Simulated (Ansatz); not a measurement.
# Ti3Ag: from a first cell to all-electron results

Aim: relax Ti3Ag, then solve it with and without frozen cores. The runs shown use PAW and LAPW. Its runs: cell and atoms relaxed (PAW); the reference run (LAPW and PAW).

Method: DFT PBEsol, with the methods named in each step, in Ansatz 0.2.0.

## (1) The system as given

The structure is tetragonal, space group P4/mmm (No. 123). Conventional cell: a = 4.187 Å, b = 4.187 Å, c = 3.950 Å, α = 90.00°, β = 90.00°, γ = 90.00°. Ti (site symmetry mmm) has 8 Ti at 2.88 to 2.96 Å and 4 Ag at 2.88 Å as nearest neighbours. Ti (site symmetry 4/mmm) is surrounded by 8 Ti at 2.88 Å and 4 Ag at 2.96 Å. Ag (site symmetry 4/mmm) is surrounded by 12 Ti at 2.88 to 2.96 Å.

Coordinates:

```cif
data_structure
_symmetry_space_group_name_H-M 'P4/mmm'
_symmetry_Int_Tables_number 123
_cell_length_a 4.1870
_cell_length_b 4.1870
_cell_length_c 3.9500
_cell_angle_alpha 90.000
_cell_angle_beta 90.000
_cell_angle_gamma 90.000
_cell_volume 69.25
loop_
_atom_site_label
_atom_site_type_symbol
_atom_site_symmetry_multiplicity
_atom_site_Wyckoff_symbol
_atom_site_fract_x
_atom_site_fract_y
_atom_site_fract_z
_atom_site_occupancy
Ti1 Ti 2 e 0.00000 0.50000 0.50000 1
Ti2 Ti 1 c 0.50000 0.50000 0.00000 1
Ag1 Ag 1 a 0.00000 0.00000 0.00000 1
```

The file gives the conventional cell by its symmetry; the runs use the cell typed in the input.

Atoms are numbered in the order of the input: Ti1, Ti2, Ti3, Ag4.

## (2) Cell and atoms relaxed, PAW

The input, input.yaml:

```yaml
crystal:
  lattice:
    - [4.187, 0.0, 0.0]
    - [0.0, 4.187, 0.0]
    - [0.0, 0.0, 3.95]
  atoms:
    - { symbol: Ti, position: [0.0, 0.5, 0.5] }
    - { symbol: Ti, position: [0.5, 0.0, 0.5] }
    - { symbol: Ti, position: [0.5, 0.5, 0.0] }
    - { symbol: Ag, position: [0.0, 0.0, 0.0] }
kpoints:
  mp_grid: { grid: [9, 9, 9] }
scf:
  occupations: { method: fermi_dirac, width: 0.05 }
hamiltonian:
  xc: pbesol
  pseudopotentials: { kind: paw }
output:
  forces: true
  stress: true
  write_density: true
  write_potential: true
  elf: true
  volumetric_format: npy
relax:
  f_tol: 0.005
  max_steps: 50
  cell: {}
```

On the command line:

```console
$ ansatz run input.yaml --threads 1 --pin off --max-ram 3072MiB --backend cpu --events-out ev --progress --plain --runs-dir out
```

After this run come: The relaxed cell, LAPW; The relaxed cell, PAW.

Before running it: what results should come out? Wanted: volume, relaxed; gap.

The runs gave:

```
             quantity                   value
volume, relaxed (PAW)  16.447 Å³/atom, P4/mmm
           gap (LAPW)                    none
```

In words: Relaxing changes the volume by -5.0 %, to 16.45 Å³/atom. With 55 electrons in the bands of a cell, and no spin, a band must be partly filled: it is a metal at this level. Ti 3d carries the largest share, 91 %, of the projected states within 0.3 eV of the Fermi level. The projection holds only the free atom's occupied shells (Ti 4s, Ti 3d, Ag 5s, Ag 4d in this range). PAW lies +0.02 GPa from LAPW in pressure.
